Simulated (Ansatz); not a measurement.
# CH₅O₂Si radical: a ladder of functionals and wavefunction methods

The task here is to estimate one member of a computed series from the others.

Computed with Ansatz 0.2.0, Gaussian basis. Level: functionals in def2-TZVPP, the program's frozen cores in correlated methods.

The runs, in order: LDA (SPW92), PBE-D4, revPBE-D4, BLYP-D4, r2SCAN-D4, B97M-V, PBE0-D4, B3LYP-D4, r2SCANh-D4, r2SCAN0-D4, HSE06-D4, BHLYP-D4, CAM-B3LYP-D4, LC-ωPBE, ωB97X-V, ωB97M-V, B2PLYP, PBE-QIDH; CCSD(T)/def2-SVP; CCSD(T)/def2-TZVPP; MP2/def2-QZVPP; extrapolation to the limit; RPA on PBE.

### Structure used throughout

All runs share one geometry, relaxed beforehand with PBE0-D4 in a triple-zeta def2 set.

SMILES `[CH2][SiH](O)O`, 9 atoms, charge 0, spin multiplicity 2.

Atoms are counted from 1 here; the program's logs count them from 0.

Bond lengths: C1–Si2 1.833 Å, C1–H5 1.085 Å, C1–H6 1.086 Å, Si2–O3 1.645 Å, Si2–O4 1.645 Å, Si2–H7 1.484 Å, O3–H8 0.959 Å, O4–H9 0.958 Å. Angles: Si2–C1–H5 122.5°, Si2–C1–H6 122.4°, H5–C1–H6 115.0°, C1–Si2–O3 112.3°, C1–Si2–O4 104.6°, C1–Si2–H7 113.5°, O3–Si2–O4 113.1°, O3–Si2–H7 102.7°, O4–Si2–H7 110.8°, Si2–O3–H8 117.0°, Si2–O4–H9 117.1°.

As a file:

```xyz
9

C    -0.8670    0.2561   -1.1657
Si    0.2395    0.2718    0.2950
O     1.6969   -0.4242   -0.0184
O    -0.6096   -0.5081    1.4683
H    -1.8999   -0.0724   -1.1111
H    -0.5485    0.6105   -2.1414
H     0.6174    1.6370    0.7361
H     1.6856   -1.2920   -0.4260
H    -0.2259   -0.5250    2.3461
```

Set-up of the first run:

in.yaml reads:

```yaml
crystal:
  periodic: [false, false, false]
  atoms:
    - {symbol: C, position_ang: [-0.866974, 0.256122, -1.165744]}
    - {symbol: Si, position_ang: [0.239482, 0.271821, 0.295047]}
    - {symbol: O, position_ang: [1.696900, -0.424169, -0.018386]}
    - {symbol: O, position_ang: [-0.609566, -0.508074, 1.468263]}
    - {symbol: H, position_ang: [-1.899926, -0.072422, -1.111062]}
    - {symbol: H, position_ang: [-0.548505, 0.610492, -2.141424]}
    - {symbol: H, position_ang: [0.617381, 1.636953, 0.736083]}
    - {symbol: H, position_ang: [1.685648, -1.292000, -0.425974]}
    - {symbol: H, position_ang: [-0.225940, -0.525021, 2.346096]}
basis:
  gaussian: {orbitals: def2-TZVPP}
magnetization: {spin_polarized: true, initial_magnetization: 1}
hamiltonian: {xc: lda}
output: {orbitals: {seedname: orbitals}}
```

On the command line:

```sh
$ ansatz run in.yaml --threads 4 --pin off --events-out ev --progress --plain --max-ram 10444MiB
```

Among the steps run: LDA; PBE-D4 (GGA); revPBE-D4 (GGA); BLYP-D4 (GGA); r2SCAN-D4 (meta-GGA); B97M-V (meta-GGA); B3LYP-D4 (hybrid); r2SCANh-D4 (hybrid); r2SCAN0-D4 (hybrid); HSE06-D4 (hybrid); BHLYP-D4 (hybrid); CAM-B3LYP-D4 (range-separated); LC-ωPBE (range-separated); ωB97X-V (range-separated); ωB97M-V (range-separated); B2PLYP (double hybrid); PBE-QIDH (double hybrid).

One of the session's tables, all rows but one given; the rest of the session is left out.

It belongs to the step «Orbital energies across the functionals». 

```
  functional  HOMO (eV)  LUMO (eV)  gap (eV)
 LDA (SPW92)      -5.77      -4.26      1.51
      PBE-D4      -5.78      -3.67      2.11
   revPBE-D4      -5.74      -3.50      2.23
     BLYP-D4      -5.55      -3.67      1.87
   r2SCAN-D4          ?          ?         ?
      B97M-V      -6.04      -3.45      2.59
     PBE0-D4      -7.18      -2.43      4.75
    B3LYP-D4      -6.81      -2.88      3.93
  r2SCANh-D4      -6.77      -2.62      4.15
  r2SCAN0-D4      -7.54      -2.01      5.53
    HSE06-D4      -6.77      -2.82      3.95
    BHLYP-D4      -8.34      -1.33      7.01
CAM-B3LYP-D4      -8.49      -1.42      7.07
     LC-ωPBE     -10.08       0.12     10.20
     ωB97X-V      -9.44      -0.43      9.01
     ωB97M-V      -9.22      -0.59      8.63
```

Q: Estimate the row for r2SCAN-D4 from the others.

Worked estimate for «HOMO (eV)». Against the share of exact exchange, r2SCANh-D4 (0.1, -6.77), r2SCAN0-D4 (0.25, -7.54) give a slope of -5.13 per unit share; at 0 the line stands at -6.26.

The run gave: HOMO (eV): -6.25; LUMO (eV): -3.03; gap (eV): 3.22. In «HOMO (eV)» the line misses by -0.01.
